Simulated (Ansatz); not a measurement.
Predict the output of the script below (the Python package of Ansatz (0.2.0)).

`ch3albrcl.py`
```python
"""CH3AlBrCl at several levels of theory."""

import logging
import sys
import warnings

import ansatz as az
from ase import Atoms

logging.basicConfig(stream=sys.stdout, format="%(levelname)s %(message)s")
logger = logging.getLogger("ch3albrcl")
logger.setLevel(logging.INFO)

config = {
    "basis_set": "def2-SVP",
}

warnings.simplefilter("ignore", az.DeckWarning)

atoms = Atoms(["Cl", "Al", "C", "Br", "H", "H", "H"], positions=[
    [-2.7611, -0.0365, 0.1816],
    [-0.763, 0.7258, -0.2346],
    [0.7721, -0.3928, 0.2585],
    [0.78, -2.0776, -0.6576],
    [-0.5293, 2.1371, -0.954],
    [0.7938, -0.5544, 1.3663],
    [1.7687, 0.1303, -0.0059],
])
mol = az.Crystal.molecule_from_ase(atoms)

model = mol.calculation().basis(gaussian=config["basis_set"])

methods = ["mp2", "ccsd", "ccsd_t"]
batch = az.Session.batch([model.correlation(m).input() for m in methods])
reports = sorted(batch.plan().execute().molecular_reports, key=lambda each: each["member"])
logger.info(f"Hartree-Fock reference {reports[0]['reference_energy_ev'] / 27.211386246:.6f} Ha")
best = reports[-1]["free_energy_ev"] - reports[-1]["reference_energy_ev"]
for method, each in zip(methods, reports):
    gained = each["free_energy_ev"] - each["reference_energy_ev"]
    logger.info(f"{method:8s} total {each['free_energy_ev'] / 27.211386246:.6f} Ha  correlation {gained:9.4f} eV  ({100 * gained / best:.1f} % of the last)")
```

```console
$ python ch3albrcl.py
INFO Hartree-Fock reference -3312.947164 Ha
INFO mp2      total -3313.510881 Ha  correlation  -15.3395 eV  (91.8 % of the last)
INFO ccsd     total -3313.546652 Ha  correlation  -16.3129 eV  (97.6 % of the last)
INFO ccsd_t   total -3313.561315 Ha  correlation  -16.7119 eV  (100.0 % of the last)
```

Caveats:
- These settings explore the input space; basis and method may be short of convergence.
- The geometry is a force-field or estimated start, not a minimum of this method, and the basis set is short of its limit. A lower total doesn't mark the better method: functionals have no common bound, and MP2 and coupled cluster aren't variational.
- Inner cores stay frozen; a filled d shell under the valence of the heavier atoms is correlated with it.
